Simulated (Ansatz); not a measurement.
Predict the output of the script below (Ansatz 0.2.0 through its Python package).

Script `drho.py`:
```python
'''Density difference of In3Pt2 against its sublattices.'''

import argparse

import ansatz as az
import numpy as np

parser = argparse.ArgumentParser(description='Density difference of In3Pt2 against its sublattices.')
parser.add_argument('--filling', default='cold', help='how the bands are filled')
parser.add_argument('--sigma', type=float, default=0.1, help='smearing width (eV)')
parser.add_argument('--functional', required=True, help='exchange-correlation functional')
parser.add_argument('--cutoff-ev', type=float, default=460.0, help='plane-wave cutoff (eV)')
parser.add_argument('--kmesh', type=int, nargs=3, default=[6, 6, 4], help='k-point sampling')
args = parser.parse_args()

vectors0 = np.array([
    [4.572257, 0.0, 0.0],
    [-2.286129, 3.959691, 0.0],
    [0.0, 0.0, 5.576376],
])
sites = [
    ('In', [0.0, 0.0, 0.0]),
    ('In', [2 / 3, 1 / 3, 0.349674]),
    ('In', [1 / 3, 2 / 3, 0.650326]),
    ('Pt', [2 / 3, 1 / 3, 0.83717]),
    ('Pt', [1 / 3, 2 / 3, 0.16283]),
]


def on_lattice(cell):
    crystal = az.Crystal(lattice=az.Lattice.of(cell))
    for symbol, position in sites:
        crystal = crystal.atom(symbol, position)
    return crystal

# one cutoff and one grid for all runs, so that the fields can be subtracted
def solve(crystal):
    return (
        crystal.calculation()
        .occupations(args.filling, width=args.sigma)
        .functional(args.functional)
        .basis(args.cutoff_ev, grid_basis='typed')
        .kpoints(*args.kmesh)
        .density()
        .run(threads=1)
    )


whole = solve(on_lattice(vectors0))
difference = whole.density().channels[0].density_e_per_ang3.copy()
binding = whole.report['free_energy_ev']
for element in ['In', 'Pt']:
    part = az.Crystal(lattice=az.Lattice.of(vectors0))
    for symbol, position in sites:
        if symbol == element:
            part = part.atom(symbol, position)
    alone = solve(part)
    difference -= alone.density().channels[0].density_e_per_ang3
    binding -= alone.report['free_energy_ev']
    print(f'{element} sublattice: {alone.report["n_electrons"]:g} electrons, {alone.report["n_iterations"]} iterations')

voxel = abs(np.linalg.det(vectors0)) / difference.size
print(f'energy of the crystal less its unpolarised sublattices: {binding / len(sites):.4f} eV/atom')
print(f'net charge of the difference {difference.sum() * voxel:.5f} e, charge rearranged {0.5 * np.abs(difference).sum() * voxel:.3f} e')
print(f'extremes {difference.min():.4f} and {difference.max():.4f} e/A^3')
for (symbol, position) in sites:
    index = tuple(int(round(p * n)) % n for p, n in zip(position, difference.shape))
    print(f'  change of the pseudo-density at the grid point nearest {symbol}: {difference[index]:+.4f} e/A^3')
profile = difference.mean(axis=(0, 1))
print('planar mean along the third vector:', np.round(profile[:: max(len(profile) // 12, 1)], 4))
```

```console
$ python drho.py --functional lda
In sublattice: 39 electrons, 7 iterations
Pt sublattice: 36 electrons, 7 iterations
energy of the crystal less its unpolarised sublattices: -2.4713 eV/atom
net charge of the difference 0.00000 e, charge rearranged 1.283 e
extremes -0.3135 and 0.3296 e/A^3
  change of the pseudo-density at the grid point nearest In: +0.1211 e/A^3
  change of the pseudo-density at the grid point nearest In: +0.1105 e/A^3
  change of the pseudo-density at the grid point nearest In: +0.1105 e/A^3
  change of the pseudo-density at the grid point nearest Pt: +0.0750 e/A^3
  change of the pseudo-density at the grid point nearest Pt: +0.0750 e/A^3
planar mean along the third vector: [-0.004  -0.0016 -0.0066  0.004   0.0072  0.0072 -0.0067 -0.0098  0.0031
  0.0096  0.0041 -0.0074  0.002  -0.0044]
```

Notes:
- The mesh is modest for a metal, so energies can be off by several to tens of meV an atom and pressures by half a GPa or more; differences at equal mesh fare better.
- Spin-orbit coupling, which matters for elements this heavy, is left out.
- Densities and potentials on the grid are those of the valence electrons, and inside the cores they hang on the potentials used.
- The structure comes from a database of computed cells and needn't be a stable or known phase.
- Charge moved counts every rearrangement, bonding and polarisation too, and is no transfer between atoms; the bare sublattices are artificial references. Values near the nuclei depend on the potentials.
- It ran for 12 s on 1 thread of Arm Neoverse V1, on a shared host, peak memory 0.46 GiB.
